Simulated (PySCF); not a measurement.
# H6Nd2O6 (Nd2(OH)2(OH)4): the cost of one run

The runs use PySCF 2.14.0; several levels, as the steps say, no spin–orbit coupling.

6 further runs of the same task are left out: 2 for a known fault of the program, 4 that didn't finish.

## Step 1: Where the work starts

14 atoms, charge 0, spin multiplicity 1.

Bond lengths: Nd1–Nd2 3.715 Å, Nd1–O3 2.357 Å, Nd1–O5 2.357 Å, Nd1–O7 2.116 Å, Nd1–O9 2.116 Å, Nd2–O3 2.357 Å, Nd2–O5 2.357 Å, Nd2–O11 2.116 Å, Nd2–O13 2.116 Å, O3–H4 0.975 Å, O5–H6 0.975 Å, O7–H8 0.968 Å, O9–H10 0.968 Å, O11–H12 0.968 Å, O13–H14 0.968 Å. Angles: Nd2–Nd1–O3 38.0°, Nd2–Nd1–O5 38.0°, Nd2–Nd1–O7 121.1°, Nd2–Nd1–O9 121.1°, O3–Nd1–O5 76.0°, O3–Nd1–O7 118.8°, O3–Nd1–O9 109.4°, O5–Nd1–O7 109.4°, O5–Nd1–O9 118.8°, O7–Nd1–O9 117.9°, Nd1–Nd2–O3 38.0°, Nd1–Nd2–O5 38.0°, Nd1–Nd2–O11 121.1°, Nd1–Nd2–O13 121.1°, O3–Nd2–O5 76.0°, O3–Nd2–O11 118.8°, O3–Nd2–O13 109.4°, O5–Nd2–O11 109.4° and more.

Coordinates:

```
Nd    0.0000    0.0000    1.8573
Nd    0.0000    0.0000   -1.8573
O     1.4466   -0.1148    0.0000
H     2.3243   -0.5402    0.0000
O    -1.4466    0.1148    0.0000
H    -2.3243    0.5402    0.0000
O    -0.1155    1.8086    2.9487
H    -0.1185    2.6019    3.5039
O     0.1155   -1.8086    2.9487
H     0.1185   -2.6019    3.5039
O    -0.1155    1.8086   -2.9487
H    -0.1185    2.6019   -3.5039
O     0.1155   -1.8086   -2.9487
H     0.1185   -2.6019   -3.5039
```

Formal oxidation states: Nd +3. Each metal's 3 4f electrons lie in its core potential, so multiplicities, spins and levels count the valence alone. An earlier session relaxed this geometry at BP86, Nd lcecp-1-SVP with ECP49, O def2-SVP, H def2-SVP (singlet, point group C2h).

At BP86 on the finer grid: E = -523.045172 Eh, HOMO -6.02 eV, LUMO -1.41 eV, Mulliken charge on Nd1 +0.89 e, largest force component 0.009 eV/Å. 

Levels to run: CAM-B3LYP; PBE; wB97X; PBE0; BP86, TZVP. Hardware: 4 threads of Intel Xeon 6975P-C (Granite Rapids), shared host.

## Step 2: CAM-B3LYP

Input file run.py (the lines that set the calculation):

```python
mol = gto.M(atom='''
Nd     0.00000     0.00000     1.85726
Nd     0.00000     0.00000    -1.85726
O      1.44656    -0.11485     0.00000
H      2.32432    -0.54023     0.00000
O     -1.44656     0.11485     0.00000
H     -2.32432     0.54023     0.00000
O     -0.11548     1.80864     2.94872
H     -0.11851     2.60190     3.50394
O      0.11548    -1.80864     2.94872
H      0.11851    -2.60190     3.50394
O     -0.11548     1.80864    -2.94872
H     -0.11851     2.60190    -3.50394
O      0.11548    -1.80864    -2.94872
H      0.11851    -2.60190    -3.50394''',
    basis={'Nd': 'lcecp-1-SVP', 'O': 'def2-SVP', 'H': 'def2-SVP'},
    ecp={'Nd': 'lcecp-1-SVP'},
    charge=0, spin=0)
mf = dft.RKS(mol, xc='CAMB3LYP')
mf.grids.atom_grid = (75, 302)  # f atoms: unpruned, at least (60, 302)
mf = mf.density_fit()  # fitting sets: Nd AutoAux, O def2-universal-JKFIT, H def2-universal-JKFIT
mf.conv_tol = 1e-08; mf.max_cycle = 55
mf.kernel(dm0)  # dm0: the density of the relaxed state
```

Launch:

```console
$ OMP_NUM_THREADS=4 python run.py
```

**Question.** How long does this run take on 4 threads of Intel Xeon 6975P-C (Granite Rapids), shared host?

About 16 s.
